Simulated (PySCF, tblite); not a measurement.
**GeH₅O₅PSi, a small gas-phase stand-in for a defect centre: NMR shifts, core binding energies and electronic excitations**

Aim: the NMR shifts, core binding energies and electronic excitations of `O=P(O)(O)O[Si][O][GeH3]`. It is drawn as: twofold Si.

Computed with tblite 0.8.0 and PySCF 2.14.0; each step states its level. No surroundings beyond the atoms listed, unless a continuum is named. Atoms count from 0, parts from 1.

### 1 The system as given

13 atoms, charge 0, multiplicity 1; geometry: distance geometry start.

### 2 Geometry optimisation with GFN2-xTB

The job: settings as JSON, then the geometry in Å.

```
{"job": {"kind": "relax", "xc": "GFN2-xTB", "basis": "xTB"}, "charge": 0, "multiplicity": 1}
Si     0.383244     0.657740    -0.926466
O      1.376077     0.655048     0.488776
Ge     3.037409     0.283388    -0.074824
O     -0.647238    -0.711176    -0.981803
P     -1.769882    -0.613047     0.278168
O     -1.207491    -1.455036     1.422342
O     -1.831139     0.978940     0.845974
O     -3.262505    -1.224508    -0.124210
H      3.159444     0.905854    -1.484579
H      3.076331    -1.246025    -0.206798
H      4.078072     0.831705     0.943427
H     -2.517672     1.480643     0.335170
H     -3.850738    -0.549819    -0.576228
```

With the program's defaults for keys left out, this is: GFN2-xTB geometry optimisation, gas phase.

On the command line:

```console
OMP_NUM_THREADS=1 python cluster_run.py task.json out
```

The driver reads the jobs from task.json and runs them one after another.

**Question.** The jobs that follow are: PBE0-D3(BJ)/def2-SVP geometry optimisation, gas phase; GIAO PBE0/pcSseg-1 NMR shielding, non-relativistic, gas phase; delta-SCF UKS SCAN, pcX-2 on the ionised atom, pcseg-1 elsewhere, spin-free X2C; TDDFT CAM-B3LYP/def2-SVPD, vertical, gas phase, core orbitals frozen in the response. Predict: point group; rotational constants (main isotopes); $^{1}$H shifts against TMS (PBE0/pcSseg-1); $^{29}$Si shifts against TMS (PBE0/pcSseg-1); $^{17}$O shifts against H2O (PBE0/pcSseg-1); $^{73}$Ge shifts against GeMe4 (PBE0/pcSseg-1); $^{31}$P shifts against H3PO4 (PBE0/pcSseg-1); O1s binding energies, SCAN/pcX-2 (standing for 3 of 5 atoms); Si2p binding energies, SCAN/pcX-2; P2p binding energies, SCAN/pcX-2; lowest singlet (CAM-B3LYP/def2-SVPD); brightest single state of those computed; lowest triplet; vertical ionisation energy (ΔSCF); vertical electron affinity (ΔSCF).

**Answer**, as computed:

| quantity | value |
| --- | --- |
| point group | C1 |
| rotational constants (main isotopes) | 1.70, 0.61, 0.51 GHz |
| $^{1}$H shifts against TMS (PBE0/pcSseg-1) | 5.62, 5.52, 5.17, 3.12, 3.02 ppm |
| $^{29}$Si shifts against TMS (PBE0/pcSseg-1) | 24.8 ppm |
| $^{17}$O shifts against H2O (PBE0/pcSseg-1) | 228.5, 168.8, 155.8, 117.7, 113.8 ppm |
| $^{73}$Ge shifts against GeMe4 (PBE0/pcSseg-1) | -93 ppm |
| $^{31}$P shifts against H3PO4 (PBE0/pcSseg-1) | -19.3 ppm |
| O1s binding energies, SCAN/pcX-2 (standing for 3 of 5 atoms) | O3 538.59, O1 537.50, O5 537.12 eV |
| Si2p binding energies, SCAN/pcX-2 | Si0 108.27 eV |
| P2p binding energies, SCAN/pcX-2 | P4 140.45 eV |
| lowest singlet (CAM-B3LYP/def2-SVPD) | 5.30 eV (234 nm), f = 0.106 |
| brightest single state of those computed | state 5, 7.17 eV, f = 0.256 |
| lowest triplet | 3.13 eV |
| vertical ionisation energy (ΔSCF) | 9.76 eV |
| vertical electron affinity (ΔSCF) | -0.16 eV (unbound: the value hangs on the basis) |

What this shows: The start of the PBE0/def2-SVP relaxation was shaken at random by about 0.01 Å, so part of the energy gained, and of the first lengths quoted, undoes that. Relaxing lowered the energy by 0.524 eV in 19 steps; the close pair that moved most is Si0–O3, from 1.645 to 1.732 Å (PBE0/def2-SVP). Hydrogens of an XH3 group are listed apart at this fixed geometry; free rotation makes them one line at their mean. At PBE0/pcSseg-1: The largest span, 432 ppm, is at Si0, where the paramagnetic term is -552 ppm. At SCAN/pcX-2: The O1s levels kept as sound span 1.46 eV, from O5 (oxygen bonded to P) up to O3 (oxygen bonded to P, Si). Only 3 of the 5 O atoms are covered by sound results. The lowest singlet, at 5.30 eV, is HOMO→LUMO 0.98 and is bright; of the 6 states computed, the strongest absorption comes from state 5 at 7.17 eV. The lowest triplet lies 2.18 eV below the lowest singlet (triplets in Tamm-Dancoff, singlets in full TDDFT). ΔSCF puts the ionisation energy at 9.76 eV, 0.89 eV above −ε(HOMO). Spin-orbit coupling is left out, which matters for shieldings and couplings at and beside the heavy atoms. A capped cluster stands for the solid here, so long-range fields and strain are missing, and bands or shifts of the capping hydrogens have no counterpart in it.
